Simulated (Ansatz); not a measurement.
# CH4FNSi: up Jacob's ladder to CCSD(T)

Aim: compute CH4FNSi with functionals from several rungs and with coupled cluster, and see how far each lands from CCSD(T) at the basis-set limit for the atomisation energy.

Program: Ansatz 0.2.0, Gaussian basis. Level of theory: functionals in def2-TZVPP, the program's frozen cores in correlated methods. These are calculated values, not measurements.

Levels to be run: LDA (SPW92), PBE-D4, revPBE-D4, BLYP-D4, r2SCAN-D4, B97M-V, PBE0-D4, B3LYP-D4, r2SCANh-D4, r2SCAN0-D4, HSE06-D4, BHLYP-D4, CAM-B3LYP-D4, LC-ωPBE, ωB97X-V, ωB97M-V, B2PLYP, PBE-QIDH; CCSD(T)/def2-SVP; CCSD(T)/def2-TZVPP; MP2/def2-QZVPP; extrapolation to the limit; RPA on PBE.

## 1. Structure used throughout

The geometry comes from an earlier relaxation with PBE0-D4 in a triple-zeta def2 set; it is a stationary point, not always the lowest conformer.

SMILES `F/C=N/[SiH3]`, 8 atoms, charge 0, spin multiplicity 1.

Atoms are counted from 1 here; the program's logs count them from 0.

Bond lengths: F1–C2 1.336 Å, C2–N3 1.234 Å, C2–H5 1.095 Å, N3–Si4 1.735 Å, Si4–H6 1.482 Å, Si4–H7 1.492 Å, Si4–H8 1.482 Å. Angles: F1–C2–N3 121.3°, F1–C2–H5 109.1°, N3–C2–H5 129.6°, C2–N3–Si4 125.7°, N3–Si4–H6 108.0°, N3–Si4–H7 112.0°, N3–Si4–H8 108.0°, H6–Si4–H7 109.4°, H6–Si4–H8 110.0°, H7–Si4–H8 109.5°.

Geometry (Å):

```xyz
8
CH4FNSi
F    -1.62432   -1.62847    1.46427
C    -0.72353   -0.74970    1.01711
N    -0.56533   -0.55113   -0.19091
Si    0.56773    0.55929   -0.89366
H    -0.21227   -0.29447    1.87168
H    -0.19424    1.53872   -1.70352
H     1.35979    1.28185    0.14400
H     1.48427   -0.21310   -1.76498
```

## 2. LDA

This LDA is Slater exchange with PW92 correlation.

in.yaml reads:

```yaml
crystal:
  periodic: [false, false, false]
  atoms:
    - {symbol: F, position_ang: [-1.624323, -1.628465, 1.464273]}
    - {symbol: C, position_ang: [-0.723534, -0.749703, 1.017111]}
    - {symbol: N, position_ang: [-0.565331, -0.551133, -0.190908]}
    - {symbol: Si, position_ang: [0.567732, 0.559295, -0.893658]}
    - {symbol: H, position_ang: [-0.212270, -0.294475, 1.871681]}
    - {symbol: H, position_ang: [-0.194239, 1.538723, -1.703525]}
    - {symbol: H, position_ang: [1.359792, 1.281854, 0.144004]}
    - {symbol: H, position_ang: [1.484272, -0.213096, -1.764976]}
basis:
  gaussian: {orbitals: def2-TZVPP}
hamiltonian: {xc: lda}
output: {orbitals: {seedname: orbitals}}
```

Started as:

```bash
ansatz run in.yaml --threads 2 --pin off --events-out ev --progress --plain --max-ram 4352MiB
```

The runs that follow: PBE-D4 (GGA); revPBE-D4 (GGA); BLYP-D4 (GGA); r2SCAN-D4 (meta-GGA); B97M-V (meta-GGA); B3LYP-D4 (hybrid); r2SCANh-D4 (hybrid); r2SCAN0-D4 (hybrid); HSE06-D4 (hybrid); BHLYP-D4 (hybrid); CAM-B3LYP-D4 (range-separated); LC-ωPBE (range-separated); ωB97X-V (range-separated); ωB97M-V (range-separated); B2PLYP (double hybrid); PBE-QIDH (double hybrid); CCSD(T) in def2-SVP; CCSD(T) in def2-TZVPP; MP2 in def2-QZVPP; RPA on PBE orbitals.

Before running them: what should the planned runs give, taken together? Wanted: atomisation energy, CCSD(T)/CBS; farthest beyond LDA; mean size of error, GGA; mean size of error, meta-GGA; mean size of error, hybrid; mean size of error, range-separated; mean size of error, double hybrid; gap, smallest and largest; T1 diagnostic.

The runs gave:

| quantity | value |
| --- | --- |
| atomisation energy, CCSD(T)/CBS | 2842.3 kJ/mol |
| functionals within 14.2 kJ/mol (0.5 %) | revPBE-D4, r2SCAN-D4, B97M-V, PBE0-D4, HSE06-D4, LC-ωPBE |
| farthest beyond LDA | BHLYP-D4 (-93.0 kJ/mol) |
| mean size of error, GGA | 35.8 kJ/mol |
| mean size of error, meta-GGA | 7.1 kJ/mol |
| mean size of error, hybrid | 33.1 kJ/mol |
| mean size of error, range-separated | 19.4 kJ/mol |
| mean size of error, double hybrid | 27.3 kJ/mol |
| gap, smallest and largest | 4.93 eV (LDA (SPW92)), 12.84 eV (LC-ωPBE) |
| T1 diagnostic | 0.0136 |
| triples share of the correlation energy | 3.7 % |

What this shows: The LDA atomisation energy is off by 447.0 kJ/mol (16 %): it overbinds. PBE-D4 is off by +73.1 kJ/mol. Double hybrids carry the basis error of their MP2 part in triple zeta, and no dispersion term here, so their miss is partly the set-up's. Taken by rung, meta-GGA functionals do best (7.1 kJ/mol on average) and GGA ones worst beyond LDA (35.8 kJ/mol). The reference freezes the cores and leaves out relativity and excitations past (T), so misses under about 14.2 kJ/mol can't be ranked. Hartree-Fock recovers 70 % of the binding; the rest is correlation. CCSD(T) in def2-SVP is off by -189.6 kJ/mol, worse than the median functional, from the basis alone. Orbital gaps span 4.9 to 12.8 eV; exact exchange widens them.
